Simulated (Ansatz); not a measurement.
**C₂H₂F₂OTi: how energies converge with the basis set**

The task here is to estimate one member of a computed series from the others.

Method: one geometry, several basis sets; program: Ansatz 0.2.0, Gaussian basis.

The runs, in order: PBE0-D4/def2-SVP; ωB97M-V/def2-SVP; PBE0-D4/def2-QZVPP; ωB97M-V/def2-QZVPP; the functionals' def2-TZVPP values are taken from earlier runs.

**Structure used throughout**

An earlier PBE0-D4 in a triple-zeta def2 set relaxation fixed the geometry.

SMILES `C#[C][Ti]([OH])([F])[F]`, 8 atoms, charge 0, spin multiplicity 1.

Atoms are counted from 1 here; the program's logs count them from 0.

Bond lengths: C1–C2 1.214 Å, C1–H7 1.067 Å, C2–Ti3 2.022 Å, Ti3–O4 1.762 Å, Ti3–F5 1.748 Å, Ti3–F6 1.747 Å, O4–H8 0.958 Å. Angles: C2–C1–H7 179.8°, C1–C2–Ti3 178.9°, C2–Ti3–O4 107.2°, C2–Ti3–F5 109.3°, C2–Ti3–F6 107.8°, O4–Ti3–F5 110.2°, O4–Ti3–F6 110.7°, F5–Ti3–F6 111.5°, Ti3–O4–H8 140.0°.

Set-up of the first run:

Input file in.yaml:

```yaml
crystal:
  periodic: [false, false, false]
  atoms:
    - {symbol: C, position_ang: [1.390819, -1.352770, -1.370988]}
    - {symbol: C, position_ang: [0.781717, -0.555562, -0.688179]}
    - {symbol: Ti, position_ang: [-0.200108, 0.795435, 0.450923]}
    - {symbol: O, position_ang: [-1.850263, 0.211202, 0.648434]}
    - {symbol: F, position_ang: [-0.201130, 2.344168, -0.360342]}
    - {symbol: F, position_ang: [0.613603, 0.882671, 1.994355]}
    - {symbol: H, position_ang: [1.928583, -2.051176, -1.972435]}
    - {symbol: H, position_ang: [-2.370920, -0.331068, 1.242531]}
basis:
  gaussian: {orbitals: def2-SVP}
hamiltonian: {xc: pbe0, dispersion: d4}
output: {orbitals: {seedname: orbitals}}
```

Steps of the session up to this table: PBE0-D4 in def2-SVP; ωB97M-V in def2-SVP; PBE0-D4 in def2-QZVPP; ωB97M-V in def2-QZVPP.

One of the session's tables, all rows but one given; the rest of the session is left out.

It belongs to the step «Functionals by basis». 

```
functional       basis  HOMO (eV)  LUMO (eV)
   PBE0-D4    def2-SVP      -8.37      -2.73
   PBE0-D4  def2-TZVPP      -8.47      -2.77
   PBE0-D4  def2-QZVPP      -8.48      -2.78
   ωB97M-V    def2-SVP     -10.56      -0.45
   ωB97M-V  def2-TZVPP     -10.69      -0.54
   ωB97M-V  def2-QZVPP          ?          ?
```

**Question.** Estimate the row for ωB97M-V, def2-QZVPP.

As computed: HOMO (eV): -10.69; LUMO (eV): -0.56.
